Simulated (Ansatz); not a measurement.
**C2H5BO (SMILES B1CCO1) at RPA@PBE/def2-SVP**

What is the electronic atomisation energy of C2H5BO at RPA@PBE/def2-SVP? 

Program for the calculation: Ansatz 0.2.0.

68 further runs of the same task are left out: 68 set aside as unsound or not needed.

## 1. The molecule

The species is C2H5BO (9 atoms), meant as a singlet with charge 0. SMILES: `B1CCO1`. The coordinates come from a PBE0-D4/def2-TZVP relaxation.

Bond lengths: B1–C2 1.580 Å, C2–C3 1.533 Å, B1–O4 1.364 Å, C3–O4 1.455 Å, B1–H5 1.195 Å, C2–H6 1.091 Å, C2–H7 1.091 Å, C3–H8 1.092 Å, C3–H9 1.092 Å. Some angles: B1–C2–C3 80.2°, C2–B1–O4 95.4°, C2–C3–O4 93.7°, B1–O4–C3 90.7°, B1–C2–H6 117.4°, B1–C2–H7 117.4°, C3–C2–H6 115.4°, C3–C2–H7 115.4°, C2–B1–H5 139.9°, O4–B1–H5 124.7°.

## 2. A single-point energy at RPA@PBE/def2-SVP

Contents of job.yaml:

```yaml
crystal:
  periodic: [false, false, false]
  atoms:
    - {symbol: B, position_ang: [-0.402600, 0.301700, -1.082000]}
    - {symbol: C, position_ang: [0.506000, 0.617000, 0.171000]}
    - {symbol: C, position_ang: [-0.098600, -0.719600, 0.617700]}
    - {symbol: O, position_ang: [-0.884800, -0.878500, -0.596200]}
    - {symbol: H, position_ang: [-0.697000, 0.772800, -2.139500]}
    - {symbol: H, position_ang: [0.236300, 1.479000, 0.782200]}
    - {symbol: H, position_ang: [1.586200, 0.614100, 0.021000]}
    - {symbol: H, position_ang: [-0.757600, -0.681300, 1.487200]}
    - {symbol: H, position_ang: [0.600600, -1.551500, 0.721500]}
basis:
  gaussian:
    orbitals: def2-SVP
accuracy: high
correlation:
  method: rpa
  frozen_orbitals: {B: 1, C: 1, H: 0, O: 1}
hamiltonian:
  xc: {name: PBE}
```

Run with:

```sh
$ ansatz run job.yaml --threads 1 --pin off --max-ram 3480MiB --events-out events.jsonl --progress --plain --runs-dir runs
```

What it wrote:

```text
Warning: RAYON_NUM_THREADS=1 ignored (pool sized by the plan → 1); use --threads N
Functional definition: PBE
  name "PBE"
  parameter kappa = 0.804
  parameter beta = 0.06672455060314922
  exchange = pbe_x(kappa = kappa, mu = beta*pi^2/3)
  correlation = pbe_c(beta = beta)
1978 factors; integrals over basis functions are off by at most 3.5e-9 eV
mean field evaluation 1: about -4861.5972 eV, gradient 5.6e1 eV
mean field evaluation 2: about -4861.5956 eV, gradient 5.6e1 eV
mean field evaluation 4: about -4868.0898 eV, gradient 2.2e1 eV
mean field evaluation 8: about -4869.0858 eV, gradient 6.2e-1 eV
mean field evaluation 16: about -4869.0867 eV, gradient 1.3e-5 eV
mean field -4869.08667875 eV, -178.9356350586 hartree, gradient 6.2e-8 eV, S^2 0.000000; 0 other end points of the search recorded, 0 dependent functions left out
4 core orbitals not correlated: weight in the atoms' cores, before any rotation towards them, 1.000 or more for the frozen orbitals, at most 0.000 for the correlated occupied ones
reference -4844.59007738 eV, -178.0354015625 hartree; 11, 11 occupied and 66, 66 virtual orbitals, 1978 factors
Total energy: -4868.57178983 eV, -178.9167132397 hartree
```

It took 8.7 s on 1 thread of Arm Neoverse V2, shared host; peak memory 0.31 GiB.

## 3. The B atom

Contents of molecule.yaml:

```yaml
crystal:
  periodic: [false, false, false]
  atoms:
    - symbol: B
      position_ang: [0.000000, 0.000000, 0.000000]
basis:
  gaussian:
    orbitals: def2-SVP
magnetization:
  spin_polarized: true
  initial_magnetization: 1
correlation:
  method: rpa
  frozen_orbitals: {B: 1}
total_charge: 0
hamiltonian:
  xc: pbe
accuracy: high
```

Run the same way, it converges to -24.60504 Eh (log not shown).

## 4. The C atom

Contents of in.yaml:

```yaml
basis:
  gaussian:
    orbitals: def2-SVP
crystal:
  periodic: [false, false, false]
  atoms:
    - {symbol: C, position_ang: [0.000000, 0.000000, 0.000000]}
accuracy: high
correlation:
  method: rpa
  frozen_orbitals: {C: 1}
magnetization:
  spin_polarized: true
  initial_magnetization: 2
hamiltonian:
  xc: {name: PBE}
```

Run the same way, it converges to -37.77381 Eh (log not shown).

## 5. The H atom, same level

Contents of molecule.yaml:

```yaml
crystal:
  periodic: [false, false, false]
  atoms:
    - {symbol: H, position_ang: [0.000000, 0.000000, 0.000000]}
basis:
  gaussian: {orbitals: def2-SVP}
magnetization: {spin_polarized: true, initial_magnetization: 1}
hamiltonian: {xc: {name: PBE}}
correlation: {method: rpa, frozen_orbitals: {H: 0}}
accuracy: high
```

Run the same way, it converges to -0.51231 Eh (log not shown).

## 6. The O atom, same level

Contents of job.yaml:

```yaml
crystal:
  periodic: [false, false, false]
  atoms:
    - {symbol: O, position_ang: [0.000000, 0.000000, 0.000000]}
basis:
  gaussian:
    orbitals: def2-SVP
magnetization:
  spin_polarized: true
  initial_magnetization: 2
hamiltonian:
  xc: {name: PBE}
correlation:
  method: rpa
  frozen_orbitals: {O: 1}
accuracy: high
```

Run with:

```sh
$ ansatz run job.yaml --threads 1 --pin off --max-ram 3480MiB --events-out events.jsonl --progress --plain --runs-dir runs
```

What it wrote, shortened:

```text
Warning: RAYON_NUM_THREADS=1 ignored (pool sized by the plan → 1); use --threads N
Functional definition: PBE
  name "PBE"
[...]
95 factors; integrals over basis functions are off by at most 1.3e-9 eV
[...]
mean field -2038.53201052 eV, -74.9146696201 hartree, gradient 4.2e-9 eV, S^2 2.001839; 7 other end points of the search recorded, 0 dependent functions left out
1 core orbitals not correlated: weight in the atoms' cores, before any rotation towards them, 1.000 or more for the frozen orbitals, at most 0.000 for the correlated occupied ones
reference -2033.19355782 eV, -74.7184851019 hartree; 4, 2 occupied and 9, 11 virtual orbitals, 95 factors
Total energy: -2038.40830546 eV, -74.9101235430 hartree
```

Run time: 0.76 s. Hardware: 1 thread of Arm Neoverse V2, shared host.

## 7. Outcome

At RPA@PBE/def2-SVP, 4 core orbitals frozen:

| quantity | value |
| --- | --- |
| molecule: total energy | -178.91671 Eh |
| molecule: RPA correlation energy (valence) | -881.3 mEh |
| B atom: total energy | -24.60504 Eh |
| B atom: RPA correlation energy (valence) | -106.1 mEh |
| B atom: ⟨S²⟩ of the reference determinant | 0.752 |
| C atom: total energy | -37.77381 Eh |
| C atom: RPA correlation energy (valence) | -130.5 mEh |
| C atom: ⟨S²⟩ of the reference determinant | 2.002 |
| H atom: total energy | -0.51231 Eh |
| H atom: RPA correlation energy | -13.0 mEh |
| H atom: ⟨S²⟩ of the reference determinant | 0.750 |
| O atom: total energy | -74.91012 Eh |
| O atom: RPA correlation energy (valence) | -191.6 mEh |
| O atom: ⟨S²⟩ of the reference determinant | 2.002 |
| electronic atomisation energy | 35.167 eV |

In words: Taking the molecule apart into free atoms costs 35.17 eV (811 kcal/mol), before zero-point energy and without spin-orbit coupling.
